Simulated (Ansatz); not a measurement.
# Li2FeS2: properties at the relaxed cell

An exercise on one series of results from a longer session: the logs are not shown, and one member is left open.

Program: Ansatz 0.2.0. Level of theory: DFT PBEsol, scalar-relativistic, plane waves, PAW. These are calculated values, not measurements.

1 further run of the same task is left out (set aside as unsound or not needed). Runs told in other sessions of the task aren't counted.

## The starting structure

The structure is trigonal, space group P-3m1 (No. 164). The conventional cell has a = 3.732 Å, b = 3.732 Å, c = 6.037 Å, α = 90.00°, β = 90.00°, γ = 120.00°. Li (site symmetry 3m) has 4 S at 2.32 to 2.51 Å in its first shell of neighbours. Fe (site symmetry -3m) has 6 S at 2.54 Å in its first shell of neighbours. S (site symmetry 3m) is surrounded by 4 Li at 2.32 to 2.51 Å and 3 Fe at 2.54 Å.

Coordinates:

```xyz
5
Lattice="3.7321 0.0000 0.0000 -1.8661 3.2321 0.0000 0.0000 0.0000 6.0367" Properties=species:S:1:pos:R:3 pbc="T T T"
Li    0.0000    2.1547    2.1906
Li    1.8661    1.0774    3.8461
Fe    0.0000    0.0000    0.0000
S     0.0000    2.1547    4.6966
S     1.8661    1.0774    1.3400
```

It goes back to an entry of the Materials Project, which need not be the stable form.

This cell was relaxed beforehand with the same method: volume 14.56 Å³/atom, gap on the mesh none (metal), site moments up to 3.4 μB.

The first run:

File input.yaml:

```yaml
crystal:
  lattice:
    - [3.6944344429, 0.0, 0.0]
    - [-1.8472172214, 3.1994740801, 0.0]
    - [0.0, 0.0, 5.9756716841]
  atoms:
    - { symbol: Li, position: [0.3333333333, 0.6666666667, 0.3628800038] }
    - { symbol: Li, position: [0.6666666667, 0.3333333333, 0.6371199962] }
    - { symbol: Fe, position: [0.0, 0.0, 0.0], spin: 3.72 }
    - { symbol: S, position: [0.3333333333, 0.6666666667, 0.7780215381], spin: 0.17 }
    - { symbol: S, position: [0.6666666667, 0.3333333333, 0.2219784619], spin: 0.17 }
basis:
  ecutwfc: 420
kpoints:
  mp_grid: { grid: [12, 12, 6] }
hamiltonian:
  xc: pbesol
scf:
  occupations: { method: gaussian, width: 0.1 }
output:
  forces: true
  stress: true
  eigenvalues: true
  populations: true
  write_density: true
  write_potential: true
  elf: true
  volumetric_format: npy
magnetization:
  spin_polarized: true
relax:
  adjacent_minimum: "off"
  f_tol: 0.01
  max_steps: 30
  cell: { stress_tol: 0.1, fix: [volume] }
```

Command:

```bash
ansatz run input.yaml --threads 2 --pin off --max-ram 5120MiB --backend cpu --events-out ev --progress --plain --runs-dir out
```

Among the steps run: Volume × 0.97; Volume × 1.03; Point at V/V0 = 0.94; Point at V/V0 = 1.06; Point at V/V0 = 0.91; Volume × 1.10; Point at V/V0 = 0.88.

One of the session's tables, all rows but one given; the rest of the session is left out.

It belongs to the step «Energy against volume». 

| volume (Å³/atom) | energy above the lowest point (meV/atom) | pressure (GPa) | largest moment (μB) |
| --- | --- | --- | --- |
| 12.816 | 53.4 | 11.00 | 3.30 |
| 13.253 | 28.3 | 7.56 | 3.33 |
| 13.690 | 11.8 | 4.62 | 3.35 |
| 14.127 | ? | ? | ? |
| 14.564 | 0.0 | 0.02 | 3.39 |
| 15.001 | 2.5 | -1.78 | 3.40 |
| 15.438 | 9.5 | -3.28 | 3.42 |
| 16.020 | 24.5 | -4.84 | 3.43 |

Estimate the missing values for volume (Å³/atom) = 14.127.

Worked estimate for «energy above the lowest point (meV/atom)». A straight line through the neighbours (13.690, 11.8) and (14.564, 0.0) gives 11.8 + (0.0 − 11.8) × (14.127 − 13.690) / (14.564 − 13.690) = 5.9; a parabola fitted to 4 rows on both sides gives 2.7.

As computed: energy above the lowest point (meV/atom): 2.8; pressure (GPa): 2.14; largest moment (μB): 3.37. In «energy above the lowest point (meV/atom)» the line misses by +3.1 and the parabola by -0.1.

Limits of these values: Without a U such compounds often come out metallic though many are antiferromagnetic insulators.
